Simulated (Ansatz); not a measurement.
# B2FH3O: the cost of one run

Program: Ansatz 0.2.0. Level of theory: RKS PBE0-D4/6-31G*. These are calculated values, not measurements.

### 1 Starting point

Bond lengths: B1–B2 1.673 Å, B2–O3 1.336 Å, B2–F4 1.358 Å, B1–H5 1.169 Å, B1–H6 1.168 Å, O3–H7 0.961 Å. Angles: B1–B2–O3 124.3°, B1–B2–F4 120.4°, O3–B2–F4 115.3°, B2–B1–H5 121.9°, B2–B1–H6 121.9°, H5–B1–H6 116.2°, B2–O3–H7 115.8°.

Structure file:

```xyz
7

B    -0.7379    0.9789   -0.1500
B     0.2703   -0.3557   -0.1147
O     0.7030   -0.9434    1.0048
F     0.7078   -0.9181   -1.2706
H    -1.9012    0.8727   -0.1840
H    -0.3192    2.0692   -0.1682
H     1.2772   -1.7036    0.8828
```

### 2 Relaxing end A

Input file input.yaml:

```yaml
crystal:
  periodic: [false, false, false]
  atoms:
    - { symbol: B, position_ang: [-0.73792, 0.97888, -0.15002] }
    - { symbol: B, position_ang: [0.27032, -0.35573, -0.1147] }
    - { symbol: O, position_ang: [0.70297, -0.94335, 1.00481] }
    - { symbol: F, position_ang: [0.70779, -0.9181, -1.2706] }
    - { symbol: H, position_ang: [-1.90116, 0.87269, -0.18402] }
    - { symbol: H, position_ang: [-0.3192, 2.06924, -0.16823] }
    - { symbol: H, position_ang: [1.2772, -1.70364, 0.88276] }
basis:
  gaussian: { orbitals: "6-31G*" }
hamiltonian:
  xc: pbe0
  dispersion: d4
relax:
  f_tol: 0.02
  max_steps: 50
output:
  orbitals: {}
```

Started as:

```
ansatz run input.yaml --threads 1 --pin off --max-ram 2048MiB --backend cpu --events-out ev --progress --plain --runs-dir out
```

**Question.** How long does this run take on 1 thread of Intel Xeon 6975P-C (Granite Rapids), shared host, and how much memory does it need?

About 7.9 s, with a peak of 0.15 GiB.
